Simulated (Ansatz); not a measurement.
# Zn2C: the cell at several levels of theory

An exercise on one series of results from a longer session: the logs are not shown, and one member is left open.

Program: Ansatz 0.2.0. PAW datasets, plane waves, zero pressure. The cell comes from a prototype generator: it can be a known phase or a hypothetical one. Spin polarisation is off.

**The structure to begin with**

This is the cell as the run starts from it, not yet at rest; its lengths are not the crystal's.

It is cubic, Fm-3m (No. 225); a = 4.561 Å in the conventional setting, 7.91 Å³ an atom. Around C lie 8 Zn at 1.97 Å; around Zn lie 4 C at 1.97 Å.

Structure file:

```cif
data_structure
_symmetry_space_group_name_H-M 'P 1'
_symmetry_Int_Tables_number 1
_cell_length_a 3.2251
_cell_length_b 3.2251
_cell_length_c 3.2251
_cell_angle_alpha 60.000
_cell_angle_beta 60.000
_cell_angle_gamma 60.000
_cell_volume 23.72
loop_
_atom_site_label
_atom_site_type_symbol
_atom_site_fract_x
_atom_site_fract_y
_atom_site_fract_z
_atom_site_occupancy
C1 C 0.00000 0.00000 0.00000 1
Zn1 Zn 0.25000 0.25000 0.25000 1
Zn2 Zn 0.75000 0.75000 0.75000 1
```

The first run:

input.yaml

```yaml
crystal:
  lattice:
    - [0.0, 2.2804873753, 2.2804873753]
    - [2.2804873753, 0.0, 2.2804873753]
    - [2.2804873753, 2.2804873753, 0.0]
  atoms:
    - { symbol: C, position: [0.0, 0.0, 0.0] }
    - { symbol: Zn, position: [0.25, 0.25, 0.25] }
    - { symbol: Zn, position: [0.75, 0.75, 0.75] }
kpoints:
  mp_grid: { grid: [8, 8, 8] }
hamiltonian:
  xc: pbe
scf:
  occupations: { method: fermi_dirac, width: 0.02 }
relax:
  f_tol: 0.005
  cell: {}
output:
  write_density: true
  write_potential: true
  elf: true
  volumetric_format: npy
```

Started as:

```bash
$ ansatz run input.yaml --threads 2 --pin off --max-ram 2211MiB --backend cpu --events-out ev --progress --plain --runs-dir out
```

Among the steps run: Relaxation with PBE; Relaxation with r2SCAN; Relaxation with PBEsol; LDA: cell and atoms; HSE06: cell and atoms.

One of the session's tables, all rows but one given; the rest of the session is left out.

It belongs to the step «The cells side by side». 

| level | a (Å) | volume (Å³/atom) |
| --- | --- | --- |
| PBE | 5.209 | 11.775 |
| r2SCAN | 5.156 | 11.422 |
| PBEsol | ? | ? |
| LDA | 5.069 | 10.856 |
| HSE06 | 5.174 | 11.545 |

**Question.** Estimate the row for PBEsol.

**Answer.** a (Å): 5.130; volume (Å³/atom): 11.250. In the column «a (Å)» it lies between LDA (5.069) and r2SCAN (5.156).

The first relaxation changed the volume by +48.9 % from the start. LDA gives the smallest cell and PBE the largest; they differ by 8.5 % in volume, a mean of 2.7 % in length. The meshes differ: PBE 8×8×8, r2SCAN 8×8×8, PBEsol 8×8×8, LDA 8×8×8, HSE06 6×6×6.
